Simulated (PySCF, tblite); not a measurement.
# C4H4BBrF2: geometry, infrared bands and NMR shifts

Wanted: the infrared bands and NMR shifts of C4H4BBrF2 (`FB(F)/C=C1/C[C@H]1Br`), by calculation.

Programs: tblite 0.8.0 and PySCF 2.14.0, with density-fitted response routines of our own. Each step states its level of theory. These are calculated values for one molecule in the gas phase, unless marked as measured. Atoms count from 0, in the outputs and in this text.

## (1) Starting geometry

12 atoms, charge 0, multiplicity 1; geometry from: force field or distance geometry start.

Bonds of the start (Å): F0–B1 1.48, B1–F2 1.44, B1–C3 1.57, C3–C4 1.35, C4–C5 1.46, C5–C6 1.51, C6–Br7 1.91, C6–C4 1.47, C3–H8 1.11, C5–H9 1.10, C5–H10 1.10, C6–H11 1.10.

## (2) Optimising the geometry with GFN2-xTB

What the job is given:

```
{"job": {"kind": "relax", "xc": "GFN2-xTB", "basis": "xTB"}, "charge": 0, "multiplicity": 1}
F      2.968100     0.113200     1.089900
B      2.241900     0.016300    -0.195300
F      2.241400     1.238500    -0.962900
C      0.986700    -0.922400    -0.120100
C     -0.249400    -0.389700    -0.068200
C     -1.704000    -0.523400    -0.016800
C     -1.052400     0.842500    -0.078000
Br    -0.785100     1.941000     1.462200
H      1.107100    -2.029700    -0.087500
H     -2.190100    -0.874800    -0.942500
H     -2.252500    -0.775500     0.904400
H     -1.310600     1.363500    -1.011200
```

On the command line:

```
> OMP_NUM_THREADS=1 python probes_run.py task.json out
```

One launch serves the whole session: the jobs run in the order shown.

**Question.** This job is followed by: GFN2-xTB harmonic vibrations, gas phase; GIAO PBE0/pcSseg-1 NMR shielding, non-relativistic, gas phase. What will the session give for the following? strongest single infrared mode (GFN2-xTB); zero-point energy (GFN2-xTB); 13C shifts against TMS (PBE0/pcSseg-1); 1H shifts against TMS (PBE0/pcSseg-1); 19F shifts against CFCl3 (PBE0/pcSseg-1, means over atoms taken as alike); 11B shifts against BF3·OEt2 (PBE0/pcSseg-1); 79Br shifts against HBr (PBE0/pcSseg-1); surface potential, 1st and 99th percentile.

**Answer**, as computed:

```
                                                                 quantity                         value
                                strongest single infrared mode (GFN2-xTB)         1322 cm⁻¹, 436 km/mol
                                             zero-point energy (GFN2-xTB)                 46.3 kcal/mol
                                   13C shifts against TMS (PBE0/pcSseg-1)  169.6, 117.4, 30.7, 18.9 ppm
                                    1H shifts against TMS (PBE0/pcSseg-1)    6.41, 3.66, 1.86, 1.54 ppm
19F shifts against CFCl3 (PBE0/pcSseg-1, means over atoms taken as alike)                     -82.1 ppm
                              11B shifts against BF3·OEt2 (PBE0/pcSseg-1)                      22.0 ppm
                                  79Br shifts against HBr (PBE0/pcSseg-1)                       550 ppm
                                    surface potential, 1st and 99th percentile            -0.88 V and 1.42 V
```

In words: Relaxing lowered the energy by 1.252 eV in 71 steps; the close pair that moved most is F0–B1, from 1.479 to 1.318 Å. All 30 modes are real, so the xTB geometry is a minimum. The strongest single mode, at 1322 cm⁻¹, has its largest shares on B1, C3 and H8 (the list is cut at 3 atoms). Unscaled tight-binding wavenumbers are off by several per cent, some by more. Its intensities can rank the bands wrongly. C6 stands next to heavy halogen, whose spin-orbit shielding this run leaves out, so the computed shift lies too far downfield, most of all for carbon beside Br or I. H8 (hydrogen on an alkene CH) lies farthest downfield among hydrogen, at 6.41 ppm; olefinic region. At PBE0/pcSseg-1: The widest tensor belongs to Br7: span 1536 ppm, with a paramagnetic part of -1050 ppm. At PBE0/pcSseg-1, counted by nearest atom on the grid, the HOMO lies on Br7 70 %; C4, C6 about 8 % each, the LUMO on C4 25 %; C3 17 %. Spin-orbit coupling is left out, which matters for shieldings and couplings at and beside the heavy atoms.
